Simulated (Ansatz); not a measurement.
# AlGaH2 (triplet): PBE, r2SCAN, PBE0, B3LYP, wB97M-V over vertical spin and charge gaps, cc-pVTZ

How well do these functionals follow the top wave-function level for AlGaH2 (triplet) over vertical spin and charge gaps?

The runs use Ansatz 0.2.0, Gaussian basis; cc-pVTZ, all electrons in the functionals.

The runs, in order: PBE, r2SCAN, PBE0, B3LYP, wB97M-V, at charge 0, triplet; charge 0, singlet; charge 0, quintet; charge 1, doublet; charge 1, quartet.

16 further runs of the same task are left out: 9 for a known fault of the program, 1 that didn't finish, 6 set aside as unsound or not needed.

## 1. The system

The geometry is a PBE0/def2-TZVP stationary point (not a proven minimum). No spin-orbit coupling is included. The filled d shell of Ga may be among the frozen orbitals whatever the setting's name suggests; the logs give the count.

4 atoms, charge 0, spin multiplicity 3.

Atoms are counted from 1 here; the program's logs count them from 0.

Bond lengths: Al1–Ga2 2.484 Å, Ga2–H3 1.566 Å, Ga2–H4 1.566 Å. Angles: Al1–Ga2–H3 116.1°, Al1–Ga2–H4 116.1°, H3–Ga2–H4 127.9°.

No dispersion term is added; wB97M-V holds VV10 nonlocal correlation. B3LYP takes the VWN-RPA correlation.

The geometry shown and the zero of energy belong to the point charge 0, triplet. The yardstick, UCCSDT(Q), and other wave-function levels (R restricted, U unrestricted, valence and pair active spaces) come from earlier runs.

## 2. PBE, charge 0, triplet

Contents of in.yaml:

```yaml
crystal:
  periodic: [false, false, false]
  atoms:
    - {symbol: Al, position_ang: [0.000000, 0.000000, 1.818997]}
    - {symbol: Ga, position_ang: [0.000000, 0.000000, -0.664806]}
    - {symbol: H, position_ang: [0.000000, 1.407254, -1.352806]}
    - {symbol: H, position_ang: [0.000000, -1.407254, -1.352806]}
basis:
  gaussian: {orbitals: cc-pVTZ}
magnetization: {spin_polarized: true, initial_magnetization: 2}
hamiltonian: {xc: {name: PBE}}
output: {orbitals: {seedname: orbitals}}
```

Command:

```
$ ansatz run in.yaml --threads 2 --pin off --events-out ev --progress --plain --max-ram 24576MiB --backend cuda --devices 0, --max-vram 18GiB
```

Further steps of the session: PBE, charge 0, singlet; PBE, charge 0, quintet; PBE, charge 1, doublet; PBE, charge 1, quartet; r2SCAN, charge 0, triplet; r2SCAN, charge 0, singlet; r2SCAN, charge 0, quintet; r2SCAN, charge 1, doublet; r2SCAN, charge 1, quartet; PBE0, charge 0, triplet; PBE0, charge 0, singlet; PBE0, charge 0, quintet; PBE0, charge 1, doublet; PBE0, charge 1, quartet; B3LYP, charge 0, triplet; B3LYP, charge 0, singlet; B3LYP, charge 0, quintet; B3LYP, charge 1, doublet; B3LYP, charge 1, quartet; wB97M-V, charge 0, triplet; wB97M-V, charge 0, singlet; wB97M-V, charge 0, quintet; wB97M-V, charge 1, doublet; wB97M-V, charge 1, quartet.

**Question.** What will the summary of the whole plan be? Wanted: triplet to singlet, UCCSDT(Q); triplet to quintet, UCCSDT(Q); ionisation to the doublet cation, UCCSDT(Q); ionisation to the quartet cation, UCCSDT(Q); largest miss, PBE; largest miss, r2SCAN; largest miss, PBE0; largest miss, B3LYP; largest miss, wB97M-V.

**Answer**, as computed:

| quantity | value |
| --- | --- |
| triplet to singlet, UCCSDT(Q) | -5.3 kcal/mol |
| triplet to quintet, UCCSDT(Q) | 85.7 kcal/mol |
| ionisation to the doublet cation, UCCSDT(Q) | 153.8 kcal/mol |
| ionisation to the quartet cation, UCCSDT(Q) | 240.0 kcal/mol |
| largest miss, PBE | +2.7 kcal/mol (triplet to quintet) |
| largest miss, r2SCAN | -5.3 kcal/mol (triplet to quintet) |
| largest miss, PBE0 | +1.4 kcal/mol (ionisation to the doublet cation) |
| largest miss, B3LYP | +8.9 kcal/mol (triplet to quintet) |
| largest miss, wB97M-V | +12.4 kcal/mol (triplet to quintet) |
| largest miss, RCCSD(T) | -0.5 kcal/mol (ionisation to the doublet cation) |
| largest miss, UCCSD(T) | -0.5 kcal/mol (ionisation to the doublet cation) |

Of the functionals, PBE0 keep the smallest largest miss at the points compared (at most 1.4 kcal/mol) and wB97M-V strays most (12.4 kcal/mol, at triplet to quintet). PBE, r2SCAN, PBE0, B3LYP clearly break the spin symmetry at some points (⟨S²⟩ up to 0.77 above the pure value), so energy there is bought with a mixed spin. Functionals and the yardstick converge differently with the basis, so part of each miss in cc-pVTZ is the basis.
